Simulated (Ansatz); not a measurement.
# CH4S2Si: one molecule under many settings

Aim: run CH4S2Si under a spread of inputs, and see what each costs and gives.

Program: Ansatz 0.2.0, Gaussian basis. Level of theory: the settings change from run to run. These are calculated values, not measurements.

### Step 1. The molecule

An earlier PBE0-D4 in a triple-zeta def2 set relaxation fixed the geometry.

SMILES `C1[SiH2]SS1`, 8 atoms, charge 0, spin multiplicity 1.

Atoms are counted from 1 here; the program's logs count them from 0.

Bond lengths: C1–Si2 1.875 Å, C1–S4 1.829 Å, C1–H5 1.090 Å, C1–H6 1.091 Å, Si2–S3 2.141 Å, Si2–H7 1.486 Å, Si2–H8 1.485 Å, S3–S4 2.118 Å. Angles: Si2–C1–S4 91.6°, Si2–C1–H5 116.7°, Si2–C1–H6 115.1°, S4–C1–H5 110.5°, S4–C1–H6 110.7°, H5–C1–H6 110.7°, C1–Si2–S3 89.4°, C1–Si2–H7 118.9°, C1–Si2–H8 110.6°, S3–Si2–H7 114.0°, S3–Si2–H8 112.7°, H7–Si2–H8 109.9°, Si2–S3–S4 77.1°, C1–S4–S3 91.4°.

### Step 2. HSE06/def2-SVP

This run has D3(BJ) dispersion, relativity set to scalar.

Input file in.yaml:

```yaml
crystal:
  periodic: [false, false, false]
  atoms:
    - {symbol: C, position_ang: [-0.513568, 0.770941, -0.338988]}
    - {symbol: Si, position_ang: [0.283573, -0.571450, 0.699506]}
    - {symbol: S, position_ang: [1.684464, -0.929757, -0.879208]}
    - {symbol: S, position_ang: [0.062144, -0.013836, -1.887464]}
    - {symbol: H, position_ang: [-1.602032, 0.823689, -0.319383]}
    - {symbol: H, position_ang: [-0.077891, 1.764774, -0.224590]}
    - {symbol: H, position_ang: [0.911988, -0.198744, 1.993967]}
    - {symbol: H, position_ang: [-0.656577, -1.702716, 0.900460]}
basis:
  gaussian: {orbitals: def2-SVP}
hamiltonian: {xc: {name: HSE06}, dispersion: d3bj, pseudopotentials: {relativity: scalar}}
```

Launch:

```bash
$ ansatz run in.yaml --threads 2 --pin off --events-out ev --progress --plain --max-ram 4352MiB
```

Output:

```text
Functional definition: HSE06
  name "HSE06"
  cite "Heyd, Scuseria & Ernzerhof, J. Chem. Phys. 118, 8207 (2003) doi:10.1063/1.1564060"
  cite "Krukau, Vydrov, Izmaylov & Scuseria, J. Chem. Phys. 125, 224106 (2006) doi:10.1063/1.2404663"
  cite "Heyd & Scuseria, J. Chem. Phys. 120, 7274 (2004) doi:10.1063/1.1668634"
  cite "Ernzerhof & Perdew, J. Chem. Phys. 109, 3313 (1998) doi:10.1063/1.476928"
  cite "Perdew, Burke & Ernzerhof, Phys. Rev. Lett. 77, 3865 (1996) doi:10.1103/PhysRevLett.77.3865"
  parent pbe
  parameter a = 0.25
  parameter omega = 0.11/bohr
  # The whole range is PBE's own exchange, as in plane waves. The composition of these papers is wPBEh.
  exchange = pbe_x - a*pbe_x_sr(omega) + a*exact_x_sr(omega)
  correlation = pbe_c
838 factors; integrals over basis functions are off by at most 1.5e-3 eV
84 factors; integrals over basis functions are off by at most 3.7e-7 eV
mean field evaluation 1: about -30691.9512 eV, gradient 3.7e1 eV
mean field evaluation 2: about -30688.4098 eV, gradient 5.0e1 eV
mean field evaluation 4: about -30695.3756 eV, gradient 2.0e0 eV
mean field evaluation 8: about -30695.4514 eV, gradient 1.6e-1 eV
mean field evaluation 16: about -30695.4515 eV, gradient 8.1e-5 eV
mean field -30695.45146835 eV, -1128.0370353377 hartree, gradient 8.1e-5 eV, S^2 0.000000; 0 other end points of the search recorded, 0 dependent functions left out
reference -30695.45149803 eV, -1128.0370364282 hartree; 28, 28 occupied and 60, 60 virtual orbitals, 838 factors
Total energy: -30695.63214656 eV, -1128.0436751395 hartree
Relativity: scalar
```

Run time: 1.7 s. Hardware: 2 threads of Arm Neoverse V1, shared host.

### Step 3. BLYP/6-31G*

Set apart from the defaults: multiplicity 3, restricted open-shell orbitals.

Edit in.yaml of step 2 so:

```diff
@@ -12,3 +12,5 @@
 basis:
-  gaussian: {orbitals: def2-SVP}
-hamiltonian: {xc: {name: HSE06}, dispersion: d3bj, pseudopotentials: {relativity: scalar}}
+  gaussian: {orbitals: "6-31G*"}
+magnetization: {spin_polarized: false, initial_magnetization: 2}
+hamiltonian: {xc: {name: BLYP}}
+output: {forces: true}
```

Same command.

Output, shortened:

```text
Functional definition: BLYP
  name "BLYP"
  cite "Becke, Phys. Rev. A 38, 3098 (1988) doi:10.1103/PhysRevA.38.3098"
  cite "Lee, Yang & Parr, Phys. Rev. B 37, 785 (1988) doi:10.1103/PhysRevB.37.785"
[...]
969 factors; their error is unknown
[...]
mean field -30645.75214222 eV, -1126.2106187896 hartree, gradient 1.9e-5 eV, S^2 2.000000; 1 other end points of the search recorded, 0 dependent functions left out
[...]
reference -30645.75245631 eV, -1126.2106303323 hartree; 29, 27 occupied and 51, 53 virtual orbitals, 969 factors
Total energy: -30645.75245631 eV, -1126.2106303323 hartree
Atom 0 at    -0.513568     0.770941    -0.338988 Å, force    -0.470236    -0.154647    -0.284352 eV/Å
Atom 1 at     0.283573    -0.571450     0.699506 Å, force     0.638508    -0.269362     1.238043 eV/Å
Atom 2 at     1.684464    -0.929757    -0.879208 Å, force     3.793908    -2.450279     2.438741 eV/Å
Atom 3 at     0.062144    -0.013836    -1.887464 Å, force    -3.811006     2.608967    -3.554906 eV/Å
Atom 4 at    -1.602032     0.823689    -0.319383 Å, force    -0.287568     0.146472     0.008273 eV/Å
Atom 5 at    -0.077891     1.764774    -0.224590 Å, force     0.151531     0.274531    -0.001002 eV/Å
Atom 6 at     0.911988    -0.198744     1.993967 Å, force     0.035924     0.015509     0.177184 eV/Å
Atom 7 at    -0.656577    -1.702716     0.900460 Å, force    -0.051061    -0.171192    -0.021981 eV/Å
Dipole moment:    -0.331299     0.276012     0.305791 e Å
```

It took 3 s on 2 threads of Arm Neoverse V1, shared host.

Largest force 5.828 eV/Å, dipole 2.54 D.

### Step 4. r2SCAN50/aug-cc-pVTZ

Options: density fitting with def2-universal-jkfit, D3(BJ) with three-body dispersion.

Edit in.yaml of step 3 so:

```diff
@@ -12,5 +12,4 @@
 basis:
-  gaussian: {orbitals: "6-31G*"}
-magnetization: {spin_polarized: false, initial_magnetization: 2}
-hamiltonian: {xc: {name: BLYP}}
+  gaussian: {orbitals: aug-cc-pVTZ, fitting: {mean_field: def2-universal-jkfit}}
+hamiltonian: {xc: {name: r2SCAN50}, dispersion: d3bjatm}
 output: {forces: true}
```

The command is unchanged.

Output, shortened:

```text
Functional definition: r2SCAN50
  name "r2SCAN50"
  cite "Bursch, Neugebauer, Ehlert & Grimme, J. Chem. Phys. 156, 134105 (2022) doi:10.1063/5.0086040"
  cite "Furness, Kaplan, Ning, Perdew & Sun, J. Phys. Chem. Lett. 11, 8208 (2020) doi:10.1021/acs.jpclett.0c02405"
  cite "Furness, Kaplan, Ning, Perdew & Sun, J. Phys. Chem. Lett. 11, 9248 (2020) doi:10.1021/acs.jpclett.0c03077"
  parent r2scan
[...]
531 factors; integrals over basis functions are off by at most 1.1e0 eV
[...]
mean field -30649.03864254 eV, -1126.3313954487 hartree, gradient 5.1e-5 eV, S^2 0.000000; 0 other end points of the search recorded, 0 dependent functions left out
[...]
reference -30649.03865573 eV, -1126.3313959336 hartree; 28, 28 occupied and 260, 260 virtual orbitals, 531 factors
Total energy: -30649.12831191 eV, -1126.3346907373 hartree
Atom 0 at    -0.513568     0.770941    -0.338988 Å, force    -0.080127     0.120419     0.011233 eV/Å
Atom 1 at     0.283573    -0.571450     0.699506 Å, force    -0.046197     0.022658     0.075730 eV/Å
Atom 2 at     1.684464    -0.929757    -0.879208 Å, force    -0.236106     0.096434    -0.013333 eV/Å
Atom 3 at     0.062144    -0.013836    -1.887464 Å, force     0.086901     0.024923     0.204438 eV/Å
Atom 4 at    -1.602032     0.823689    -0.319383 Å, force     0.355928    -0.020560    -0.018854 eV/Å
Atom 5 at    -0.077891     1.764774    -0.224590 Å, force    -0.131340    -0.333708    -0.056039 eV/Å
Atom 6 at     0.911988    -0.198744     1.993967 Å, force    -0.082798    -0.048102    -0.168535 eV/Å
Atom 7 at    -0.656577    -1.702716     0.900460 Å, force     0.133739     0.137935    -0.034639 eV/Å
Dipole moment:    -0.263989     0.207554     0.374602 e Å
```

Wall time 13 s (2 threads of Arm Neoverse V1, shared host); peak memory 0.51 GiB.

Largest force 0.363 eV/Å, dipole 2.42 D.

### Step 5. wB97X/aug-cc-pVDZ

Options: coordinates scaled by 1.25.

Input file in.yaml:

```yaml
crystal:
  periodic: [false, false, false]
  atoms:
    - {symbol: C, position_ang: [-0.641960, 0.963676, -0.423734]}
    - {symbol: Si, position_ang: [0.354466, -0.714313, 0.874382]}
    - {symbol: S, position_ang: [2.105580, -1.162196, -1.099010]}
    - {symbol: S, position_ang: [0.077680, -0.017296, -2.359330]}
    - {symbol: H, position_ang: [-2.002539, 1.029612, -0.399228]}
    - {symbol: H, position_ang: [-0.097364, 2.205967, -0.280737]}
    - {symbol: H, position_ang: [1.139985, -0.248430, 2.492459]}
    - {symbol: H, position_ang: [-0.820722, -2.128395, 1.125574]}
basis:
  gaussian: {orbitals: aug-cc-pVDZ}
hamiltonian: {xc: {name: wB97X}}
```

The command is unchanged.

Output, shortened:

```text
Functional definition: wB97X
  name "wB97X"
  cite "Chai & Head-Gordon, J. Chem. Phys. 128, 084106 (2008) doi:10.1063/1.2834918"
  cite "Becke, J. Chem. Phys. 107, 8554 (1997) doi:10.1063/1.475007"
[...]
  # The coefficients of nought are those of the uniform gas.
[...]
      + exact_x_lr(omega)
[...]
      + integral(e_c_pw_opposite_spin*poly(b97_u_opposite, 1, cos1, cos2, cos3, cos4))
1502 factors; their error is unknown
579 factors; integrals over basis functions are off by at most 1.5e-5 eV
[...]
mean field -30642.90146162 eV, -1126.1058582099 hartree, gradient 5.5e-5 eV, S^2 0.000000; 0 other end points of the search recorded, 0 dependent functions left out
reference -30642.90139254 eV, -1126.1058556714 hartree; 28, 28 occupied and 112, 112 virtual orbitals, 1502 factors
Total energy: -30642.90139254 eV, -1126.1058556714 hartree
```

Wall time 10 s (2 threads of Arm Neoverse V1, shared host).

### Step 6. LC-wPBE/def2-mTZVPP

This run has finite nuclei, high accuracy.

Input file in.yaml:

```yaml
crystal:
  periodic: [false, false, false]
  atoms:
    - {symbol: C, position_ang: [-0.513568, 0.770941, -0.338988]}
    - {symbol: Si, position_ang: [0.283573, -0.571450, 0.699506]}
    - {symbol: S, position_ang: [1.684464, -0.929757, -0.879208]}
    - {symbol: S, position_ang: [0.062144, -0.013836, -1.887464]}
    - {symbol: H, position_ang: [-1.602032, 0.823689, -0.319383]}
    - {symbol: H, position_ang: [-0.077891, 1.764774, -0.224590]}
    - {symbol: H, position_ang: [0.911988, -0.198744, 1.993967]}
    - {symbol: H, position_ang: [-0.656577, -1.702716, 0.900460]}
basis:
  gaussian: {orbitals: def2-mTZVPP, nuclear_model: gaussian}
hamiltonian: {xc: {name: LC-wPBE}}
accuracy: high
output: {forces: true}
```

Launched as before.

Output, shortened:

```text
Functional definition: LC-wPBE
  name "LC-wPBE"
  cite "Vydrov & Scuseria, J. Chem. Phys. 125, 234109 (2006) doi:10.1063/1.2409292"
  cite "Heyd & Scuseria, J. Chem. Phys. 120, 7274 (2004) doi:10.1063/1.1668634"
  cite "Ernzerhof & Perdew, J. Chem. Phys. 109, 3313 (1998) doi:10.1063/1.476928"
  cite "Perdew, Burke & Ernzerhof, Phys. Rev. Lett. 77, 3865 (1996) doi:10.1103/PhysRevLett.77.3865"
  parent pbe
[...]
2440 factors; integrals over basis functions are off by at most 4.1e-9 eV
634 factors; integrals over basis functions are off by at most 2.3e-9 eV
[...]
mean field -30642.14156393 eV, -1126.0779324850 hartree, gradient 5.8e-8 eV, S^2 0.000000; 0 other end points of the search recorded, 0 dependent functions left out
[...]
reference -30642.14156393 eV, -1126.0779324850 hartree; 28, 28 occupied and 92, 92 virtual orbitals, 2440 factors
Total energy: -30642.14156393 eV, -1126.0779324850 hartree
Atom 0 at    -0.513568     0.770941    -0.338988 Å, force     0.067516    -0.070641     0.011138 eV/Å
Atom 1 at     0.283573    -0.571450     0.699506 Å, force    -0.031548    -0.020153     0.158933 eV/Å
Atom 2 at     1.684464    -0.929757    -0.879208 Å, force    -0.100108     0.014384     0.067837 eV/Å
Atom 3 at     0.062144    -0.013836    -1.887464 Å, force     0.004700     0.058206    -0.119704 eV/Å
Atom 4 at    -1.602032     0.823689    -0.319383 Å, force     0.022721    -0.003923     0.018877 eV/Å
Atom 5 at    -0.077891     1.764774    -0.224590 Å, force    -0.018006    -0.032924    -0.007311 eV/Å
Atom 6 at     0.911988    -0.198744     1.993967 Å, force    -0.038418    -0.020429    -0.104215 eV/Å
Atom 7 at    -0.656577    -1.702716     0.900460 Å, force     0.093141     0.075480    -0.025555 eV/Å
Dipole moment:    -0.273384     0.202033     0.398943 e Å
```

It took 9 s on 2 threads of Arm Neoverse V1, shared host.

Largest force 0.163 eV/Å, dipole 2.52 D.

### Step 7. revPBE/aug-pcseg-2

Edit in.yaml of step 6 so:

```diff
@@ -12,5 +12,3 @@
 basis:
-  gaussian: {orbitals: def2-mTZVPP, nuclear_model: gaussian}
-hamiltonian: {xc: {name: LC-wPBE}}
-accuracy: high
-output: {forces: true}
+  gaussian: {orbitals: aug-pcseg-2}
+hamiltonian: {xc: {name: revPBE}}
```

Launched as before.

Output:

```text
Functional definition: revPBE
  name "revPBE"
  cite "Zhang & Yang, Phys. Rev. Lett. 80, 890 (1998) doi:10.1103/PhysRevLett.80.890"
  cite "Perdew, Burke & Ernzerhof, Phys. Rev. Lett. 77, 3865 (1996) doi:10.1103/PhysRevLett.77.3865"
  parameter kappa = 1.245
  parameter beta = 0.06672455060314922
  exchange = pbe_x(kappa = kappa, mu = beta*pi^2/3)
  correlation = pbe_c(beta = beta)
1434 factors; their error is unknown
mean field evaluation 1: about -30637.4101 eV, gradient 6.4e1 eV
mean field evaluation 2: about -30611.4627 eV, gradient 1.1e2 eV
mean field evaluation 4: about -30646.7371 eV, gradient 1.2e1 eV
mean field evaluation 8: about -30647.1238 eV, gradient 9.4e-2 eV
mean field evaluation 16: about -30647.0859 eV, gradient 6.6e-5 eV
mean field -30647.08589079 eV, -1126.2596331455 hartree, gradient 6.6e-5 eV, S^2 0.000000; 0 other end points of the search recorded, 0 dependent functions left out
reference -30647.08598193 eV, -1126.2596364951 hartree; 28, 28 occupied and 260, 260 virtual orbitals, 1434 factors
Total energy: -30647.08598193 eV, -1126.2596364951 hartree
```

It took 6.5 s on 2 threads of Arm Neoverse V1, shared host.

### Step 8. RPBE/def2-mTZVP

Set apart from the defaults: density fitting with cc-pVTZ-jkfit, finite nuclei, D4 dispersion, the search for lower states set to off.

Edit in.yaml of step 7 so:

```diff
@@ -12,3 +12,5 @@
 basis:
-  gaussian: {orbitals: aug-pcseg-2}
-hamiltonian: {xc: {name: revPBE}}
+  gaussian: {orbitals: def2-mTZVP, fitting: {mean_field: cc-pVTZ-jkfit}, nuclear_model: gaussian}
+hamiltonian: {xc: {name: RPBE}, dispersion: d4}
+scf: {lower_state_search: off}
+output: {forces: true}
```

Launched as before.

Output, shortened:

```text
Functional definition: RPBE
  name "RPBE"
  cite "Hammer, Hansen & Nørskov, Phys. Rev. B 59, 7413 (1999) doi:10.1103/PhysRevB.59.7413"
  cite "Perdew, Burke & Ernzerhof, Phys. Rev. Lett. 77, 3865 (1996) doi:10.1103/PhysRevLett.77.3865"
[...]
562 factors; integrals over basis functions are off by at most 1.7e-1 eV
[...]
mean field -30648.72859135 eV, -1126.3200012778 hartree, gradient 7.3e-6 eV, S^2 0.000000; 0 other end points of the search recorded, 0 dependent functions left out
[...]
reference -30648.72863015 eV, -1126.3200027037 hartree; 28, 28 occupied and 69, 69 virtual orbitals, 562 factors
Total energy: -30649.59798041 eV, -1126.3519507363 hartree
Atom 0 at    -0.513568     0.770941    -0.338988 Å, force    -0.154162     0.238110     0.259040 eV/Å
Atom 1 at     0.283573    -0.571450     0.699506 Å, force    -0.070764    -0.110571     0.423747 eV/Å
Atom 2 at     1.684464    -0.929757    -0.879208 Å, force     0.974810    -0.407187     0.101047 eV/Å
Atom 3 at     0.062144    -0.013836    -1.887464 Å, force    -0.504486     0.071935    -1.121020 eV/Å
Atom 4 at    -1.602032     0.823689    -0.319383 Å, force    -0.250742     0.057871     0.024942 eV/Å
Atom 5 at    -0.077891     1.764774    -0.224590 Å, force     0.068047     0.255916     0.074392 eV/Å
Atom 6 at     0.911988    -0.198744     1.993967 Å, force     0.097712     0.043079     0.208681 eV/Å
Atom 7 at    -0.656577    -1.702716     0.900460 Å, force    -0.160416    -0.149152     0.029172 eV/Å
Dipole moment:    -0.268509     0.210437     0.373553 e Å
Checks for a lower state left out: stability, starts, cluster_reference, orbital_swaps, neighbouring_geometries, increment
```

Run time: 0.9 s. Hardware: 2 threads of Arm Neoverse V1, shared host.

Largest force 1.231 eV/Å, dipole 2.43 D.

### Step 9. wB97/cc-pVTZ

Edit in.yaml of step 8 so:

```diff
@@ -12,5 +12,4 @@
 basis:
-  gaussian: {orbitals: def2-mTZVP, fitting: {mean_field: cc-pVTZ-jkfit}, nuclear_model: gaussian}
-hamiltonian: {xc: {name: RPBE}, dispersion: d4}
-scf: {lower_state_search: off}
+  gaussian: {orbitals: cc-pVTZ}
+hamiltonian: {xc: {name: wB97}}
 output: {forces: true}
```

The command is unchanged.

Output, shortened:

```text
Functional definition: wB97
  name "wB97"
  cite "Chai & Head-Gordon, J. Chem. Phys. 128, 084106 (2008) doi:10.1063/1.2834918"
  cite "Becke, J. Chem. Phys. 107, 8554 (1997) doi:10.1063/1.475007"
[...]
  # The coefficients of nought are those of the uniform gas.
[...]
      + integral(e_c_pw_opposite_spin*poly(b97_u_opposite, 1, cos1, cos2, cos3, cos4))
1215 factors; their error is unknown
368 factors; integrals over basis functions are off by at most 2.7e-5 eV
[...]
mean field -30651.70803063 eV, -1126.4294936516 hartree, gradient 3.3e-5 eV, S^2 0.000000; 0 other end points of the search recorded, 0 dependent functions left out
[...]
reference -30651.70802076 eV, -1126.4294932891 hartree; 28, 28 occupied and 160, 160 virtual orbitals, 1215 factors
Total energy: -30651.70802076 eV, -1126.4294932891 hartree
Atom 0 at    -0.513568     0.770941    -0.338988 Å, force     0.000171     0.005400    -0.090891 eV/Å
Atom 1 at     0.283573    -0.571450     0.699506 Å, force     0.050095    -0.037100     0.051635 eV/Å
Atom 2 at     1.684464    -0.929757    -0.879208 Å, force    -0.298687     0.128580    -0.070946 eV/Å
Atom 3 at     0.062144    -0.013836    -1.887464 Å, force     0.197496    -0.055929     0.170500 eV/Å
Atom 4 at    -1.602032     0.823689    -0.319383 Å, force     0.039892    -0.000294     0.002126 eV/Å
Atom 5 at    -0.077891     1.764774    -0.224590 Å, force    -0.014439    -0.044487    -0.012963 eV/Å
Atom 6 at     0.911988    -0.198744     1.993967 Å, force    -0.017803    -0.011176    -0.040607 eV/Å
Atom 7 at    -0.656577    -1.702716     0.900460 Å, force     0.043275     0.015006    -0.008853 eV/Å
Dipole moment:    -0.265528     0.204494     0.380184 e Å
```

Wall time 11 s (2 threads of Arm Neoverse V1, shared host).

Largest force 0.333 eV/Å, dipole 2.43 D.

### Step 10. SVWN5/pcseg-2

Set apart from the defaults: unrestricted orbitals.

Edit in.yaml of step 9 so:

```diff
@@ -12,4 +12,5 @@
 basis:
-  gaussian: {orbitals: cc-pVTZ}
-hamiltonian: {xc: {name: wB97}}
+  gaussian: {orbitals: pcseg-2}
+magnetization: {spin_polarized: true, initial_magnetization: 0}
+hamiltonian: {xc: {name: SVWN5}}
 output: {forces: true}
```

Same command.

Output, shortened:

```text
Functional definition: SVWN5
  name "SVWN5"
  cite "Dirac, Proc. Camb. Phil. Soc. 26, 376 (1930) doi:10.1017/S0305004100016108"
  cite "Slater, Phys. Rev. 81, 385 (1951) doi:10.1103/PhysRev.81.385"
  cite "Vosko, Wilk & Nusair, Can. J. Phys. 58, 1200 (1980) doi:10.1139/p80-159"
[...]
1126 factors; their error is unknown
[...]
mean field -30537.21058115 eV, -1122.2217899925 hartree, gradient 2.8e-5 eV, S^2 0.000000; 0 other end points of the search recorded, 0 dependent functions left out
[...]
reference -30537.21062553 eV, -1122.2217916234 hartree; 28, 28 occupied and 160, 160 virtual orbitals, 1126 factors
Total energy: -30537.21062553 eV, -1122.2217916234 hartree
Atom 0 at    -0.513568     0.770941    -0.338988 Å, force     0.306395    -0.427619    -0.100413 eV/Å
Atom 1 at     0.283573    -0.571450     0.699506 Å, force    -0.007393     0.175551    -0.300189 eV/Å
Atom 2 at     1.684464    -0.929757    -0.879208 Å, force     0.027510     0.031927     0.066117 eV/Å
Atom 3 at     0.062144    -0.013836    -1.887464 Å, force    -0.108913     0.008111     0.122935 eV/Å
Atom 4 at    -1.602032     0.823689    -0.319383 Å, force    -0.310011     0.002247     0.021251 eV/Å
Atom 5 at    -0.077891     1.764774    -0.224590 Å, force     0.142998     0.289772     0.057184 eV/Å
Atom 6 at     0.911988    -0.198744     1.993967 Å, force     0.080498     0.044976     0.141634 eV/Å
Atom 7 at    -0.656577    -1.702716     0.900460 Å, force    -0.131084    -0.124965    -0.008519 eV/Å
Dipole moment:    -0.263079     0.208234     0.365807 e Å
```

Run time: 3.1 s. Hardware: 2 threads of Arm Neoverse V1, shared host.

Largest force 0.536 eV/Å, dipole 2.38 D, ⟨S²⟩ 0.000.

### Step 11. The runs in one table

```tsv
level	charge	multiplicity	geometry	functions	energy (eV)	time
HSE06/def2-SVP	0	1	relaxed	88	-30695.632	1.7 s
BLYP/6-31G*	0	3	relaxed	80	-30645.752	3 s
r2SCAN50/aug-cc-pVTZ	0	1	relaxed	288	-30649.128	13 s
wB97X/aug-cc-pVDZ	0	1	scaled	140	-30642.901	10 s
LC-wPBE/def2-mTZVPP	0	1	relaxed	120	-30642.142	9 s
revPBE/aug-pcseg-2	0	1	relaxed	288	-30647.086	6.5 s
RPBE/def2-mTZVP	0	1	relaxed	97	-30649.598	0.9 s
wB97/cc-pVTZ	0	1	relaxed	188	-30651.708	11 s
SVWN5/pcseg-2	0	1	relaxed	188	-30537.211	3.1 s
```

### Step 12. Outcome

| quantity | value |
| --- | --- |
| runs | 9 |
| quickest | RPBE/def2-mTZVP, 0.9 s |
| slowest | r2SCAN50/aug-cc-pVTZ, 13 s |
| spread of total energies, same state and geometry | 158.4 eV |
| dipole, same state and geometry | 2.38 to 2.52 D |

What this shows: Run time spans a factor of 14, from RPBE/def2-mTZVP to r2SCAN50/aug-cc-pVTZ. The jobs differ in tasks and options as well as level. The totals spread over 158 eV; they can't be compared across methods or bases. Some of these runs are scalar-relativistic and others not, which shifts the totals of all-electron atoms past neon by eV; core potentials, where a basis has them, take the core out of the total altogether. At the PBE0-D4/def2-TZVP geometry and in the same state, runs without warnings or point charges leave forces up to 1.23 eV/Å (RPBE/def2-mTZVP). At that geometry and state the dipole changes by 6 % between the lowest and highest value.
